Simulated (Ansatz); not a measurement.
# TlSb4F13: checks on the settings of a gradient run, part 2 of 2

More tests of how the quadrupolar parameters of TlSb4F13 respond to changes of cell, atoms or settings. The cell is a COD entry. Its positions were relaxed in an earlier run. Planned: a check of accuracy; a check of width with kind.

Ansatz 0.2.0; DFT, PBE, plane-wave PAW, default files, scalar-relativistic, as far as a step names no other.

### 3 Trying other settings (scf.occupations.width = 0.001, scf.eigensolver.kind = davidson)

The input, input.yaml:

```yaml
crystal:
  lattice:
    - [-4.8185, 4.8185, 3.292]
    - [4.8185, -4.8185, 3.292]
    - [4.8185, 4.8185, -3.292]
  atoms:
    - { symbol: Tl, position: [0.5, 0.5, 0.0] }
    - { symbol: Sb, position: [0.0065638355, 0.2774686348, 0.2840324703] }
    - { symbol: Sb, position: [0.2774686348, 0.9934361645, 0.2709047993] }
    - { symbol: Sb, position: [0.9934361645, 0.7225313652, 0.7159675297] }
    - { symbol: Sb, position: [0.7225313652, 0.0065638355, 0.7290952007] }
    - { symbol: F, position: [0.0, 0.0, 0.0] }
    - { symbol: F, position: [0.5610104561, 0.8771991453, 0.4382096015] }
    - { symbol: F, position: [0.8771991453, 0.4389895439, 0.3161886892] }
    - { symbol: F, position: [0.4389895439, 0.1228008547, 0.5617903985] }
    - { symbol: F, position: [0.1228008547, 0.5610104561, 0.6838113108] }
    - { symbol: F, position: [0.4301993483, 0.3340640121, 0.3219797287] }
    - { symbol: F, position: [0.3340640121, 0.0120842833, 0.9038646638] }
    - { symbol: F, position: [0.0120842833, 0.1082196195, 0.6780202713] }
    - { symbol: F, position: [0.1082196195, 0.4301993483, 0.0961353362] }
    - { symbol: F, position: [0.5698006517, 0.6659359879, 0.6780202713] }
    - { symbol: F, position: [0.6659359879, 0.9879157167, 0.0961353362] }
    - { symbol: F, position: [0.9879157167, 0.8917803805, 0.3219797287] }
    - { symbol: F, position: [0.8917803805, 0.5698006517, 0.9038646638] }
kpoints:
  mp_grid: { grid: [4, 4, 4] }
scf:
  occupations: { method: fermi_dirac, width: 0.001 }
  eigensolver: { kind: davidson }
hamiltonian:
  xc: pbe
  pseudopotentials: { kind: paw }
output:
  forces: true
  stress: true
  populations: true
  efg: { quadrupole_moments_barn: { Sb: -0.543 }, contact_densities: true }
  write_density: true
  write_potential: true
  elf: true
  volumetric_format: npy
```

On the command line:

```bash
> ansatz run input.yaml --threads 1 --pin off --max-ram 3072MiB --backend cpu --events-out ev --progress --plain --runs-dir out
```

What it wrote:

```text
Warning: RAYON_NUM_THREADS=1 ignored (pool sized by the plan → 1); use --threads N
Sb, Tl: output.efg is read without spin–orbit coupling, which moves field gradients at and beside such atoms by some per cent and up to a factor of two; PAW files take it under magnetization.noncollinear and magnetization.spin_orbit
Engine: ansatz 0.2.0, aarch64-unknown-linux-gnu
Pseudopotentials: kind: paw
Pseudopotential: Tl, paw, valence charge 13, recommended cutoff 420 eV (normal), Tl.paw.azcp
Pseudopotential: Sb, paw, valence charge 15, recommended cutoff 420 eV (normal), Sb.paw.azcp
Pseudopotential: F, paw, valence charge 7, recommended cutoff 420 eV (normal), F.paw.azcp
Functional definition: PBE
  parameter kappa = 0.804
  parameter beta = 0.06672455060314922
  exchange = pbe_x(kappa = kappa, mu = beta*pi^2/3)
  correlation = pbe_c(beta = beta)
Crystal: 18 atoms, lattice volume = 305.734 Å³
Basis set: ecut = 420 eV, 6007 PW (Γ), exchange–correlation on 108×108×108 points (8 copies of the dense FFT grid, shifted against one another)
Bands: 100, of which v1, the nominal top of the filled ones, is band 82 counted from 1 (81 counted from 0)
Symmetry: 8 space group operations
Space group: I4/m (ITA 87), of the structure as read, at distance tolerance 6.7e-5 Å
k-points: 14 of 64
Non-local potential: Tl, projectors of the file, l = 0: 2, l = 1: 2, l = 2: 2, l = 3: 1
Non-local potential: Sb, projectors of the file, l = 0: 2, l = 1: 2, l = 2: 2, l = 3: 2
Non-local potential: F, projectors of the file, l = 0: 2, l = 1: 2, l = 2: 1
PAW form: soft (Blöchl's): semilocal exchange-correlation on the pseudo side does not see the compensation charge
PAW one-centre angular grid: Tl, 590 points (default); XC on 64 Gauss nodes
PAW one-centre angular grid: Sb, 590 points (default); XC on 64 Gauss nodes
PAW one-centre angular grid: F, 110 points (default); XC on 64 Gauss nodes
Initial density: superposition of atomic densities (neutral atoms: chi_scale 0, normalization atom), corrected by the library's trained network
Initial wavefunctions: pseudopotential atomic-orbital guess
Functional: x = pbe(κ = 0.804, μ = 0.2195149727645171), c = pbe(β = 0.06672455060314922)
SCF iter   1: F=—  HF=-47894.434289 eV  |F-HF|=—  |Δ(HF+E_count)|=         —  Δρ=2.47e-3  dr2=1.49e-2  ethr=1.77e-3  ⟨swp⟩=9.4  Hψ=5677  notcnv=0
preconditioner: auto → Resta (q_TF=auto, 2.459 Å⁻¹)  ε∞=3.0  [insulator: Δε(μ)=4.829 eV  Ē_g=19.349 eV  σ=0.001 eV  W_gap=1.00  n_scr=70 (ndim 8)  ℏωp=27.2 eV  f_vac=0.129  D(μ)=0.00/eV (n_scr^D=0)  ε∞_Penn≈3.0]
SCF iter   2: F=—  HF=-47894.437955 eV  |F-HF|=—  |Δ(HF+E_count)|=   3.67e-3  Δρ=1.32e-3  dr2=4.24e-3  ethr=9.06e-6  ⟨swp⟩=5.3  Hψ=4263  notcnv=0  defer=38
SCF iter   3: F=—  HF=-47894.437957 eV  |F-HF|=—  |Δ(HF+E_count)|=   1.75e-6  Δρ=6.10e-4  dr2=1.49e-3  ethr=2.58e-6  ⟨swp⟩=5.8  Hψ=3283  notcnv=0  defer=30
SCF iter   4: F=—  HF=-47894.437892 eV  |F-HF|=—  |Δ(HF+E_count)|=   6.56e-5  Δρ=2.80e-4  dr2=1.83e-4  ethr=9.07e-7  ⟨swp⟩=6.9  Hψ=3891  notcnv=0  defer=17
SCF iter   5: F=—  HF=-47894.438019 eV  |F-HF|=—  |Δ(HF+E_count)|=   1.28e-4  Δρ=1.14e-4  dr2=2.90e-5  ethr=1.12e-7  ⟨swp⟩=4.9  Hψ=3740  notcnv=0  defer=6
SCF iter   6: F=—  HF=-47894.438045 eV  |F-HF|=—  |Δ(HF+E_count)|=   2.58e-5  Δρ=6.80e-5  dr2=9.48e-6  ethr=1.77e-8  ⟨swp⟩=4.9  Hψ=4118  notcnv=0  defer=5
iter 7 solved again at ethr=5.18e-10 eV; its pass at ethr=5.78e-9 eV (dr2=8.50e-7 eV) is discarded
SCF iter   7: F=—  HF=-47894.438043 eV  |F-HF|=—  |Δ(HF+E_count)|=   2.02e-6  Δρ=2.05e-5  dr2=8.31e-7  ethr=5.18e-10  ⟨swp⟩=3.1  Hψ=5870  notcnv=0  defer=2
SCF iter   8: F=—  HF=-47894.438043 eV  |F-HF|=—  |Δ(HF+E_count)|=   3.62e-7  Δρ=1.09e-5  dr2=2.47e-7  ethr=5.07e-10  ⟨swp⟩=3.7  Hψ=3280  notcnv=0  defer=3
SCF iter   9: F=-47894.438043 eV  HF=-47894.438043 eV  |F-HF|=3.01e-8  |Δ(HF+E_count)|=   7.61e-8  Δρ=4.26e-6  dr2=3.79e-8  ethr=1.51e-10  ⟨swp⟩=3.1  Hψ=2998  notcnv=0  defer=3
SCF 1 converged in 9 iterations: F = -47894.438043 eV  dr2 = 3.79e-8
  Residual-converged pass: ⟨swp⟩=6.6  Hψ=6271  notcnv=0  max |occ|·‖R‖ = 9.5e-9 eV (tolerance 1.0e-8 eV)  dr2=3.77e-8  dr2_onsite=1.01e-8  max |Δocc| = 0.0e0
SCF converged after 9 iterations
Free energy (F): -47894.438043 eV
Harris-Foulkes:  -47894.438043 eV  (|F-HF|=3.01e-8)
Internal energy: -47894.438043 eV  (E = F + TS)
E sigma→0 (E₀):  -47894.438043 eV
Fermi energy:    5.441306 eV
--- Per-component energies (eV) ---
  E_band       = -1470.735344
  E_kinetic    = 3834.292486
  E_local      = -16520.264639  (includes V_loc(G=0)·N_el)
  E_nonlocal   = 2721.754489
  E_hartree    = 6721.148752
  E_xc         = -1818.483781
  E_vxc        = -1850.617944  (∫ρ·V_xc dr)
  E_paw        = -31065.760603  (= ΣΔE_a)
  E_vpaw       = -3098.231728  (= ΣTr[D̂ρ^β])
  E_aug_tail   = 0.026741  (compensation charges beyond the density's cutoff)
  E_ewald      = -11767.151489
  E_smearing   = -0.000000  (= −TS)
  E_closure    = -0.000000  (closes the sum)
  Σ components = -47894.438043   (vs F -47894.438043, Δ=0.00e0)
--- Forces (eV/Å), atoms counted from 1 ---
  atom   1  Tl     0.00000000     0.00000000    -0.00000000
  atom   2  Sb    -0.00186579     0.00136327     0.00000000
  atom   3  Sb    -0.00136327    -0.00186579    -0.00000000
  atom   4  Sb     0.00186579    -0.00136327    -0.00000000
  atom   5  Sb     0.00136327     0.00186579     0.00000000
  atom   6  F      0.00000000     0.00000000    -0.00000000
  atom   7  F     -0.00330497    -0.00115237     0.00000000
  atom   8  F      0.00115237    -0.00330497    -0.00000000
  atom   9  F      0.00330497     0.00115237    -0.00000000
  atom  10  F     -0.00115237     0.00330497     0.00000000
  atom  11  F      0.00085134     0.00022640     0.00032384
  atom  12  F     -0.00022640     0.00085134     0.00032384
  atom  13  F     -0.00085134    -0.00022640     0.00032384
  atom  14  F      0.00022640    -0.00085134     0.00032384
  atom  15  F     -0.00085134    -0.00022640    -0.00032384
  atom  16  F      0.00022640    -0.00085134    -0.00032384
  atom  17  F      0.00085134     0.00022640    -0.00032384
  atom  18  F     -0.00022640     0.00085134    -0.00032384
  max |Σ_I F_I| component: 7.59e-19 eV/Å
--- Stress (GPa, compression-positive) ---
        2.079630      -0.000000      -0.000000
        0.000000       2.079630       0.000000
       -0.000000       0.000000       0.989751
  P = ⅓ Tr σ = 1.7163 GPa (17.163 kbar)
--- PAW observables at the nuclei: V_zz in 10²¹ V/m², potentials from the cell's mean, atoms counted from 1 ---
  atom   1  Tl V_zz =    -4.101555   η = 0.0000   by run symmetry: allowed
            electrostatic potential = -17128.568896 V   contact ρ = 15284131.801805 e/Å³
  atom   2  Sb V_zz =   -31.808478   η = 0.1515   by run symmetry: allowed   C_q = +417.6352 MHz
            electrostatic potential = -8403.377455 V   contact ρ = 1350186.042420 e/Å³
  atom   3  Sb V_zz =   -31.808478   η = 0.1515   by run symmetry: allowed   C_q = +417.6352 MHz
            electrostatic potential = -8403.377455 V   contact ρ = 1350186.042420 e/Å³
  atom   4  Sb V_zz =   -31.808478   η = 0.1515   by run symmetry: allowed   C_q = +417.6352 MHz
            electrostatic potential = -8403.377455 V   contact ρ = 1350186.042420 e/Å³
  atom   5  Sb V_zz =   -31.808478   η = 0.1515   by run symmetry: allowed   C_q = +417.6352 MHz
            electrostatic potential = -8403.377455 V   contact ρ = 1350186.042420 e/Å³
  atom   6  F  V_zz =    -7.316186   η = 0.0000   by run symmetry: allowed
            electrostatic potential = -738.269026 V   contact ρ = 3128.646625 e/Å³
  atom   7  F  V_zz =   +10.672867   η = 0.2265   by run symmetry: allowed
            electrostatic potential = -737.387207 V   contact ρ = 3129.040847 e/Å³
  atom   8  F  V_zz =   +10.672867   η = 0.2265   by run symmetry: allowed
            electrostatic potential = -737.387207 V   contact ρ = 3129.040847 e/Å³
  atom   9  F  V_zz =   +10.672867   η = 0.2265   by run symmetry: allowed
            electrostatic potential = -737.387207 V   contact ρ = 3129.040847 e/Å³
  atom  10  F  V_zz =   +10.672867   η = 0.2265   by run symmetry: allowed
            electrostatic potential = -737.387207 V   contact ρ = 3129.040847 e/Å³
  atom  11  F  V_zz =   +11.641755   η = 0.2266   by run symmetry: allowed
            electrostatic potential = -737.149626 V   contact ρ = 3129.259877 e/Å³
  atom  12  F  V_zz =   +11.641755   η = 0.2266   by run symmetry: allowed
            electrostatic potential = -737.149626 V   contact ρ = 3129.259877 e/Å³
  atom  13  F  V_zz =   +11.641755   η = 0.2266   by run symmetry: allowed
            electrostatic potential = -737.149626 V   contact ρ = 3129.259877 e/Å³
  atom  14  F  V_zz =   +11.641755   η = 0.2266   by run symmetry: allowed
            electrostatic potential = -737.149626 V   contact ρ = 3129.259877 e/Å³
  atom  15  F  V_zz =   +11.641755   η = 0.2266   by run symmetry: allowed
            electrostatic potential = -737.149626 V   contact ρ = 3129.259877 e/Å³
  atom  16  F  V_zz =   +11.641755   η = 0.2266   by run symmetry: allowed
            electrostatic potential = -737.149626 V   contact ρ = 3129.259877 e/Å³
  atom  17  F  V_zz =   +11.641755   η = 0.2266   by run symmetry: allowed
            electrostatic potential = -737.149626 V   contact ρ = 3129.259877 e/Å³
  atom  18  F  V_zz =   +11.641755   η = 0.2266   by run symmetry: allowed
            electrostatic potential = -737.149626 V   contact ρ = 3129.259877 e/Å³
--- Band table (eV; the first three rows and the last of 14) ---
  k-point 0: bands = ["-24.6661", "-24.6654", "-24.6654", "-24.6634", "-24.6573", "-24.6474", "-24.6468", "-24.6468", "-24.4985", "-24.4960", "-24.4960", "-24.4937", "-24.4931", "-24.4923", "-24.4923", "-24.4854", "-24.4113", "-24.4075", "-24.4075", "-24.4054", "-18.7845", "-18.5738", "-18.5305", "-18.5305", "-18.0360", "-18.0360", "-17.9900", "-17.9084", "-17.8297", "-17.8152", "-17.6382", "-17.6382", "-16.6856", "-4.7508", "-4.6941", "-4.6896", "-4.6896", "-4.6664", "-4.4678", "-4.4678", "-4.2606", "-4.0249", "-1.2436", "-0.9012", "-0.9012", "-0.8103", "-0.8103", "-0.6163", "-0.5439", "-0.4312", "-0.3900", "-0.3900", "-0.3426", "-0.3350", "0.2254", "0.4165", "0.4405", "0.4405", "0.4527", "0.4858", "0.5523", "0.7972", "0.7972", "0.9043", "0.9080", "0.9080", "1.0150", "1.1846", "1.2229", "1.2799", "1.4617", "1.5068", "1.5068", "1.6688", "1.6688", "2.0231", "2.0231", "2.4414", "2.6789", "2.8903", "2.9041", "2.9041", "8.0592", "8.5301", "8.6408", "8.6408", "8.8615", "8.9662", "8.9662", "9.0964", "9.4292", "10.0307", "10.0307", "10.9004", "10.9004", "11.0341", "11.3746", "14.0222", "14.3125", "14.8035"]
  k-point 1: bands = ["-24.6664", "-24.6654", "-24.6650", "-24.6635", "-24.6558", "-24.6496", "-24.6485", "-24.6444", "-24.4985", "-24.4962", "-24.4960", "-24.4949", "-24.4935", "-24.4914", "-24.4902", "-24.4865", "-24.4110", "-24.4078", "-24.4077", "-24.4052", "-18.7555", "-18.6023", "-18.5525", "-18.5186", "-18.0491", "-18.0365", "-17.9700", "-17.9148", "-17.8237", "-17.8084", "-17.6503", "-17.6299", "-16.6851", "-4.7620", "-4.6959", "-4.6900", "-4.6894", "-4.6673", "-4.4403", "-4.4046", "-4.2641", "-4.0752", "-1.1910", "-0.9790", "-0.8868", "-0.8568", "-0.7547", "-0.6328", "-0.5986", "-0.5289", "-0.4568", "-0.4397", "-0.3435", "-0.2112", "0.1625", "0.3490", "0.3785", "0.4431", "0.5512", "0.5592", "0.6302", "0.6632", "0.8440", "0.8459", "0.8735", "0.9299", "1.0763", "1.1308", "1.2919", "1.3629", "1.4910", "1.5558", "1.5631", "1.6515", "1.7217", "1.9959", "2.0945", "2.4358", "2.7091", "2.7571", "2.8762", "2.9626", "8.0977", "8.2407", "8.5608", "8.7462", "8.9565", "8.9749", "8.9865", "9.2686", "9.3771", "9.7589", "10.1606", "10.7548", "11.0294", "11.0452", "11.3784", "14.4439", "14.4955", "14.5165"]
  k-point 2: bands = ["-24.6667", "-24.6654", "-24.6647", "-24.6636", "-24.6528", "-24.6517", "-24.6506", "-24.6432", "-24.4984", "-24.4963", "-24.4960", "-24.4958", "-24.4933", "-24.4893", "-24.4892", "-24.4887", "-24.4107", "-24.4081", "-24.4079", "-24.4049", "-18.6880", "-18.6731", "-18.5667", "-18.5100", "-18.0579", "-18.0370", "-17.9482", "-17.9272", "-17.8314", "-17.7841", "-17.6660", "-17.6222", "-16.6846", "-4.7727", "-4.6961", "-4.6904", "-4.6892", "-4.6669", "-4.4130", "-4.3012", "-4.2770", "-4.1597", "-1.0772", "-1.0591", "-1.0226", "-0.7566", "-0.7086", "-0.6772", "-0.6493", "-0.5886", "-0.5042", "-0.4540", "-0.3036", "-0.2427", "0.1223", "0.2456", "0.2943", "0.4389", "0.5834", "0.6561", "0.6743", "0.8096", "0.8322", "0.8676", "0.9060", "0.9510", "0.9808", "1.1174", "1.3062", "1.3358", "1.4326", "1.5592", "1.5863", "1.7602", "1.7984", "1.9699", "2.2915", "2.4309", "2.6540", "2.7533", "2.7694", "2.9727", "8.1115", "8.3880", "8.4094", "8.5089", "8.9286", "8.9801", "9.1502", "9.2727", "9.4171", "9.5344", "10.2883", "10.8018", "11.0587", "11.1044", "11.3260", "14.2433", "14.3308", "14.7133"]
  k-point 13: bands = ["-24.6672", "-24.6646", "-24.6646", "-24.6642", "-24.6549", "-24.6494", "-24.6470", "-24.6470", "-24.4988", "-24.4957", "-24.4957", "-24.4935", "-24.4932", "-24.4922", "-24.4922", "-24.4852", "-24.4111", "-24.4075", "-24.4075", "-24.4055", "-18.6224", "-18.6172", "-18.6172", "-18.5932", "-18.0928", "-17.9797", "-17.9490", "-17.9490", "-17.8633", "-17.7535", "-17.6376", "-17.6376", "-16.6842", "-4.7380", "-4.6930", "-4.6901", "-4.6901", "-4.6645", "-4.4604", "-4.4604", "-4.0873", "-4.0705", "-1.1074", "-1.1074", "-1.0338", "-0.8686", "-0.8012", "-0.7519", "-0.7442", "-0.7442", "-0.7158", "-0.2701", "-0.1303", "-0.1303", "-0.0796", "0.4902", "0.5216", "0.5216", "0.5346", "0.5359", "0.6090", "0.6090", "0.7073", "0.8646", "0.9787", "1.1285", "1.1285", "1.1356", "1.2625", "1.3941", "1.4773", "1.4773", "1.6064", "1.6064", "1.8706", "1.8706", "2.4116", "2.5918", "2.7963", "2.8178", "2.8178", "2.8988", "7.8603", "8.0132", "8.0731", "8.7231", "8.7231", "8.9277", "8.9277", "9.6869", "9.6869", "9.7256", "10.3883", "10.9812", "11.0366", "11.2218", "11.2218", "14.1238", "14.2440", "14.6978"]
--- Löwdin populations: 18 sites ---
  site symbol       q [e]
     0     Tl     12.4841
     1     Sb     13.2905
     2     Sb     13.2905
     3     Sb     13.2905
     4     Sb     13.2905
     5      F      7.5786
     6      F      7.5368
     7      F      7.5368
     8      F      7.5368
     9      F      7.5368
    10      F      7.4986
    11      F      7.4986
    12      F      7.4986
    13      F      7.4986
    14      F      7.4986
    15      F      7.4986
    16      F      7.4986
    17      F      7.4986
  spilling = 0.003898 (of n_electrons = 164.000000)
```

Wall time 48 s (1 thread of Arm Neoverse V2, shared host); peak memory 0.76 GiB.

The run ends with gap on the mesh 4.81 eV, largest force 0.004 eV/Å, pressure 1.7 GPa.

Beside the values of step 1 (V_zz in 10²¹ V/m²):

| site | atoms | V_zz, PBE relaxed | V_zz, new settings | η, PBE relaxed | η, new settings |
| --- | --- | --- | --- | --- | --- |
| Tl | 1 | -4.10 | -4.10 | 0.00 | 0.00 |
| Sb | 2, 3, 4, … | -31.8 | -31.8 | 0.15 | 0.15 |
| F6 | 6 | -7.32 | -7.32 | 0.00 | 0.00 |
| F7 | 7, 8, 9, … | 10.67 | 10.67 | 0.23 | 0.23 |
| F11 | 11, 12, 13, … | 11.64 | 11.64 | 0.23 | 0.23 |

The sizes of the gradients above 0.15 moved by less than 0.1 % at any site. The free energy stayed within 0.1 meV/atom.

### 4 Summary of results

This closing draws on all 2 parts.

| quantity | value |
| --- | --- |
| state (step 1) | gap on the mesh 4.81 eV, largest force 0.004 eV/Å, pressure 1.7 GPa |
| V_zz by site, step 1 (10²¹ V/m²) | Tl -4.10, Sb -31.8, F6 -7.32, F7 10.67, F11 11.64 |
| largest C_Q in size, step 1 | 418 MHz, ¹²¹Sb at Sb |
| step 2 (accuracy = medium) against step 1 | less than 0.1 % at any site |
| step 3 (scf.occupations.width = 0.001, scf.eigensolver.kind = davidson) against step 1 | less than 0.1 % at any site |

What this shows: Site Sb (3 F at 1.97–1.99 Å) carries the largest gradient. Spin–orbit coupling is left out, which shifts gradients on Tl by a few per cent, and by more where contributions nearly cancel. In separate tests V_zz from these PAW files lay typically within 2 to 3 % of all-electron values, with misses above 10 % on Sb. The gap, too, lacks spin–orbit coupling.

The gaps are Kohn-Sham values of a semilocal functional, not quasiparticle or optical gaps. Such gaps usually fall short of the measured ones; spin-orbit coupling, left out here, narrows gaps with Sb, Tl, so the two errors partly cancel.
